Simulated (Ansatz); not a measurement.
Rh, space group P6_3/mmc: cell relaxations under several functionals, run with the Ansatz DFT code, driven from Python.

The script, `lattice_rh.py`:
```python
"""How the lattice of Rh depends on the functional."""

import ansatz
import numpy as np

config = {
    "kmesh": (13, 13, 7),
    "filling": "cold",
    "smearing_width": 0.15,
    "fmax": 0.02,
}

def edges_and_angles(cell):
    cell = np.asarray(cell)
    a, b, c = np.linalg.norm(cell, axis=1)
    cosines = cell[1] @ cell[2] / (b * c), cell[0] @ cell[2] / (a * c), cell[0] @ cell[1] / (a * b)
    return (a, b, c, *np.degrees(np.arccos(cosines)))


def main() -> None:
    crystal = (
        ansatz.Lattice.of((2.730979, 0.0, 0.0), (-1.36549, 2.365097, 0.0), (0.0, 0.0, 4.428489))
        .atom("Rh", (2 / 3, 1 / 3, 0.75))
        .atom("Rh", (1 / 3, 2 / 3, 0.25))
    )

    setup = (
        crystal.calculation()
        .basis(38 * ansatz.Ry)
        .kpoints(*config["kmesh"])
        .occupations(config["filling"], width=config["smearing_width"])
        .relax(cell=True, force_tolerance=config["fmax"])
    )

    levels = [("pbesol", "none"), ("blyp", "d3bj"), ("lda", "none")]
    print("level            a       b       c    alpha   beta  gamma  V/atom  steps")
    for name, dispersion in levels:
        seen = []
        run = setup.functional(name, dispersion=dispersion).session().plan()
        outcome = run.execute(on_event=lambda e: seen.append(e) if e["event"] == "relax_step" else None)
        cell = outcome.lattice.cell_ang
        label = name if dispersion == "none" else f"{name}+{dispersion}"
        print("{:13s} {:7.4f} {:7.4f} {:7.4f} {:6.2f} {:6.2f} {:6.2f}".format(label, *edges_and_angles(cell)), f"{abs(np.linalg.det(cell)) / len(outcome.lattice.sites):7.3f} {len(seen):5d}")


if __name__ == "__main__":
    main()
```

Rank the levels of theory by the volume of the relaxed cell.

From smallest to largest: LDA (13.27 Å³ an atom, -7.2 % against the start), PBEsol (13.55 Å³ an atom, -5.2 % against the start) and BLYP+D3BJ (13.87 Å³ an atom, -3.1 % against the start). The spread is 4.5 % in volume.

What the script printed:

```console
$ python lattice_rh.py
level            a       b       c    alpha   beta  gamma  V/atom  steps
pbesol         2.6859  2.6859  4.3382  90.00  90.00 120.00  13.551     6
blyp+d3bj      2.7072  2.7072  4.3691  90.00  90.00 120.00  13.866     6
lda            2.6669  2.6669  4.3090  90.00  90.00 120.00  13.271     6
```

Reading the output:
- Forces vanish by symmetry, so the ions can't move, and the end may be a saddle.
- BLYP and dispersion corrections can be off by several per cent in the lattices of metals, and by several GPa in the pressure at a fixed cell.
- The mesh is modest for a metal, so energies can be off by several to tens of meV an atom and pressures by half a GPa or more; differences at equal mesh fare better.
- This isn't the structure that Rh takes at ambient conditions.
- Hardware and time: 39 s on 1 thread of Arm Neoverse V2, on a shared host, peak memory 0.44 GiB.
